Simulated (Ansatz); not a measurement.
# F₂GeH₂O: a relaxed scan of the bond length Ge2–F4

One table from this session's results is given with a row withheld; the runs are named, their logs left out.

Program: Ansatz 0.2.0, Gaussian basis. Level of theory: single points in def2-TZVPP. These are calculated values, not measurements.

Levels: PBE-D4, r2SCAN-D4, PBE0-D4, B3LYP-D4, wB97M-V, Hartree-Fock, MP2, CCSD, CCSD(T). The scan takes 1.479, 1.530, 1.604, 1.691, 1.787, 1.890, 2.000, 2.116, 2.236 Å.

Cores are frozen in the correlated methods. Filled d shells of the heavier atoms are correlated. B3LYP uses VWN-RPA correlation.

19 further runs of the same task are left out: 19 set aside as unsound or not needed.

## Where the work starts

The minimum, relaxed at PBE0-D4: SMILES `[OH][GeH]([F])[F]`, 6 atoms, charge 0, spin multiplicity 1.

Atoms are counted from 1 here; the program's logs count them from 0.

Bond lengths: O1–Ge2 1.742 Å, O1–H5 0.961 Å, Ge2–F3 1.720 Å, Ge2–F4 1.720 Å, Ge2–H6 1.516 Å. Angles: Ge2–O1–H5 114.0°, O1–Ge2–F3 109.3°, O1–Ge2–F4 109.3°, O1–Ge2–H6 111.4°, F3–Ge2–F4 103.5°, F3–Ge2–H6 111.5°, F4–Ge2–H6 111.5°.

Coordinates:

```
O     0.0864    1.0490   -0.9099
Ge    0.0759   -0.1023    0.3968
F     1.0428   -1.4591   -0.0315
F    -1.5023   -0.7681    0.5564
H    -0.2077    0.6880   -1.7510
H     0.5468    0.5284    1.6929
```

Energies of the minimum (eV), from earlier single points: PBE-D4 -64022.13221, r2SCAN-D4 -64034.59823, PBE0-D4 -64023.51588, B3LYP-D4 -64039.35940, wB97M-V -64032.94543, CCSD(T) -63988.61761.

At the minimum the bond length Ge2–F4 is 1.720 Å.

The first run:

Input file relax/in.yaml:

```yaml
crystal:
  periodic: [false, false, false]
  atoms:
    - {symbol: O, position_ang: [0.086389, 1.048992, -0.909910]}
    - {symbol: Ge, position_ang: [0.075943, -0.102265, 0.396820]}
    - {symbol: F, position_ang: [1.042831, -1.459139, -0.031509]}
    - {symbol: F, position_ang: [-1.280876, -0.674671, 0.534057]}
    - {symbol: H, position_ang: [-0.207652, 0.688041, -1.750968]}
    - {symbol: H, position_ang: [0.546843, 0.528434, 1.692919]}
basis:
  gaussian: {orbitals: def2-TZVP}
hamiltonian: {xc: pbe0, dispersion: d4}
relax: {f_tol: 0.005, max_steps: 200, constraints: [{distance: [1, 3]}]}
```

The command line of these runs was not kept.

Steps of the session up to this table: Ge2–F4 = 1.479 Å; Ge2–F4 = 1.530 Å; Ge2–F4 = 1.604 Å; Ge2–F4 = 1.691 Å; Ge2–F4 = 1.787 Å; Ge2–F4 = 1.890 Å; Ge2–F4 = 2.000 Å; Ge2–F4 = 2.116 Å; Ge2–F4 = 2.236 Å.

One of the session's tables, all rows but one given; the rest of the session is left out.

Energies less that of the minimum at the same level (eV):

```
bond length (Å)  PBE-D4  PBE0-D4  B3LYP-D4  wB97M-V  Hartree-Fock
          1.479   1.561    1.387     1.473    1.426         1.208
          1.530   0.911    0.775     0.840    0.801         0.626
          1.604   0.331    0.249     0.287    0.262         0.154
          1.691   0.034    0.013     0.022    0.016        -0.011
1.720 (minimum)   0.000    0.000     0.000    0.000         0.000
          1.787   0.013    0.058     0.038    0.054         0.116
          1.890   0.204    0.315     0.267    0.308         0.461
          2.000       ?        ?         ?        ?             ?
          2.116   0.963    1.203     1.099    1.205         1.527
          2.236   1.425    1.723     1.595    1.735         2.130
```

**Question.** Estimate the row for bond length (Å) = 2.000.

Worked estimate for «PBE-D4». A straight line through the neighbours (1.890, 0.204) and (2.116, 0.963) gives 0.204 + (0.963 − 0.204) × (2.000 − 1.890) / (2.116 − 1.890) = 0.573; a parabola fitted to 4 rows on both sides gives 0.539.

As computed: PBE-D4: 0.540; PBE0-D4: 0.717; B3LYP-D4: 0.640; wB97M-V: 0.712; Hartree-Fock: 0.952. In «PBE-D4» the line misses by +0.033 and the parabola by -0.001.

Limits of these values: A polynomial through the near points puts the CCSD(T) minimum 0.005 Å below the PBE0-D4 value.
